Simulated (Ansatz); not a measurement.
# BH₅N₂Si: up Jacob's ladder to CCSD(T)

One table from this session's results is given with a row withheld; the runs are named, their logs left out.

The runs use Ansatz 0.2.0, Gaussian basis; functionals in def2-TZVPP, the program's frozen cores in correlated methods.

Plan: LDA (SPW92), PBE-D4, revPBE-D4, BLYP-D4, r2SCAN-D4, B97M-V, PBE0-D4, B3LYP-D4, r2SCANh-D4, r2SCAN0-D4, HSE06-D4, BHLYP-D4, CAM-B3LYP-D4, LC-ωPBE, ωB97X-V, ωB97M-V, B2PLYP, PBE-QIDH; CCSD(T)/def2-SVP; CCSD(T)/def2-TZVPP; MP2/def2-QZVPP; extrapolation to the limit; RPA on PBE.

## The geometry

All runs share one geometry, relaxed beforehand with PBE0-D4 in a triple-zeta def2 set.

9 atoms, charge 0, spin multiplicity 1.

Atoms are counted from 1 here; the program's logs count them from 0.

Bond lengths: N1–Si2 1.702 Å, N1–H5 1.006 Å, N1–H6 1.005 Å, Si2–B3 1.914 Å, Si2–N4 1.755 Å, Si2–H7 1.482 Å, B3–N4 1.389 Å, B3–H8 1.190 Å, N4–H9 1.011 Å. Angles: Si2–N1–H5 122.6°, Si2–N1–H6 123.2°, H5–N1–H6 112.9°, N1–Si2–B3 127.2°, N1–Si2–N4 121.8°, N1–Si2–H7 105.5°, B3–Si2–N4 44.2°, B3–Si2–H7 127.1°, N4–Si2–H7 113.4°, Si2–B3–N4 61.8°, Si2–B3–H8 163.8°, N4–B3–H8 134.4°, Si2–N4–B3 74.0°, Si2–N4–H9 150.8°, B3–N4–H9 135.2°.

The first run:

Contents of in.yaml:

```yaml
crystal:
  periodic: [false, false, false]
  atoms:
    - {symbol: N, position_ang: [-0.637841, 1.588111, 0.218243]}
    - {symbol: Si, position_ang: [0.258947, 0.175476, 0.530470]}
    - {symbol: B, position_ang: [-0.233858, -1.625779, 0.110161]}
    - {symbol: N, position_ang: [0.650453, -0.971595, -0.738359]}
    - {symbol: H, position_ang: [-0.221268, 2.503311, 0.212864]}
    - {symbol: H, position_ang: [-1.561836, 1.577322, -0.177334]}
    - {symbol: H, position_ang: [1.441211, 0.620895, 1.305249]}
    - {symbol: H, position_ang: [-0.741344, -2.702396, 0.114426]}
    - {symbol: H, position_ang: [1.134037, -1.211646, -1.592919]}
basis:
  gaussian: {orbitals: def2-TZVPP}
hamiltonian: {xc: lda}
output: {orbitals: {seedname: orbitals}}
```

Run with:

```sh
ansatz run in.yaml --threads 2 --pin off --events-out ev --progress --plain --max-ram 4352MiB
```

Steps of the session up to this table: LDA; PBE-D4 (GGA); revPBE-D4 (GGA); BLYP-D4 (GGA); r2SCAN-D4 (meta-GGA); B97M-V (meta-GGA); PBE0-D4 (hybrid); B3LYP-D4 (hybrid); r2SCANh-D4 (hybrid); r2SCAN0-D4 (hybrid); HSE06-D4 (hybrid); BHLYP-D4 (hybrid); CAM-B3LYP-D4 (range-separated); LC-ωPBE (range-separated); ωB97X-V (range-separated); ωB97M-V (range-separated); B2PLYP (double hybrid); PBE-QIDH (double hybrid).

One table of the session follows, with a row left open; its other results are not shown here.

It belongs to the step «Frontier levels by functional». 

| functional | HOMO (eV) | gap (eV) |
| --- | --- | --- |
| LDA (SPW92) | -5.52 | 4.12 |
| PBE-D4 | -5.42 | 4.26 |
| revPBE-D4 | -5.38 | 4.30 |
| BLYP-D4 | -5.30 | 4.29 |
| r2SCAN-D4 | -5.63 | 4.77 |
| B97M-V | -5.72 | 4.81 |
| PBE0-D4 | -6.59 | 6.38 |
| B3LYP-D4 | ? | ? |
| r2SCANh-D4 | -6.07 | 5.55 |
| r2SCAN0-D4 | -6.72 | 6.69 |
| HSE06-D4 | -6.19 | 5.60 |
| BHLYP-D4 | -7.66 | 8.42 |
| CAM-B3LYP-D4 | -7.91 | 8.78 |
| LC-ωPBE | -9.22 | 11.25 |
| ωB97X-V | -8.89 | 10.81 |
| ωB97M-V | -8.72 | 10.36 |

Estimate the missing values for B3LYP-D4.

Worked estimate for «HOMO (eV)». Against the share of exact exchange, BLYP-D4 (0, -5.30), BHLYP-D4 (0.5, -7.66) give a slope of -4.72 per unit share; at 0.2 the line stands at -6.24.

The run gave: HOMO (eV): -6.40; gap (eV): 5.98. In «HOMO (eV)» the line misses by +0.16.
